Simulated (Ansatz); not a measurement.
Write a Python script for Ansatz 0.2.0 through its Python package that makes vertical spin-state energies of CH4AlClO, SMILES C[O][AlH][Cl]. Level of theory (for the species named): MP2, cc-pVTZ basis, multiplicity 1.

```xyz
8

C     0.1844    1.1569    0.1785
O    -0.0198    0.3724   -0.9586
Al   -0.0840   -1.3987   -0.4370
Cl   -1.8972   -2.3389    0.1184
H     0.1565    2.2507   -0.1901
H    -0.7222    1.1078    0.8660
H     1.1261    1.0044    0.6913
H     1.3483   -2.2116   -0.3242
```

Script `spin_ch4alclo.py`:
```python
import ansatz as az
from ase import Atoms

atoms = Atoms(['C', 'O', 'Al', 'Cl', 'H', 'H', 'H', 'H'], positions=[
    [0.1844, 1.1569, 0.1785],
    [-0.0198, 0.3724, -0.9586],
    [-0.084, -1.3987, -0.437],
    [-1.8972, -2.3389, 0.1184],
    [0.1565, 2.2507, -0.1901],
    [-0.7222, 1.1078, 0.866],
    [1.1261, 1.0044, 0.6913],
    [1.3483, -2.2116, -0.3242],
])
mol = az.Crystal.molecule_from_ase(atoms)

job = (
    mol.calculation()
    .basis(gaussian='cc-pVTZ')
    .correlation('mp2')
)
found = {}
for unpaired in [0, 2]:
    summary = job.spin('collinear', total=unpaired).run(threads=1, backend='cpu').report
    s = unpaired / 2
    found[unpaired] = summary['free_energy_ev']
    print(f'2S+1 = {unpaired + 1}: E = {found[unpaired]:.5f} eV, <S^2> = {abs(summary["mean_field"]["state"]["spin_squared"]):.3f} (pure state {s * (s + 1):.2f})')
lowest = min(found, key=found.get)
for unpaired, e in found.items():
    print(f'multiplicity {unpaired + 1}: {96.485332 * (e - found[lowest]):.1f} kJ/mol above the lowest')
```

```console
$ python spin_ch4alclo.py
2S+1 = 1: E = -22240.34123 eV, <S^2> = 0.000 (pure state 0.00)
2S+1 = 3: E = -22234.13744 eV, <S^2> = 2.017 (pure state 2.00)
multiplicity 1: 0.0 kJ/mol above the lowest
multiplicity 3: 598.6 kJ/mol above the lowest
```

In order: multiplicity 1 (+0.00 eV) and multiplicity 3 (+6.20 eV), all at the one geometry.

Caveats:
- Total energies depend on the basis set; only differences at equal settings carry meaning.
- The geometry is a force-field or estimated start, not a minimum of this method, and the basis set is short of its limit. All parts are taken at fixed geometry, without zero-point energy.
- S² is that of the Hartree-Fock reference.
- Finished in 69 s on 1 thread of Arm Neoverse V2, on a shared host, peak memory 0.5 GiB.
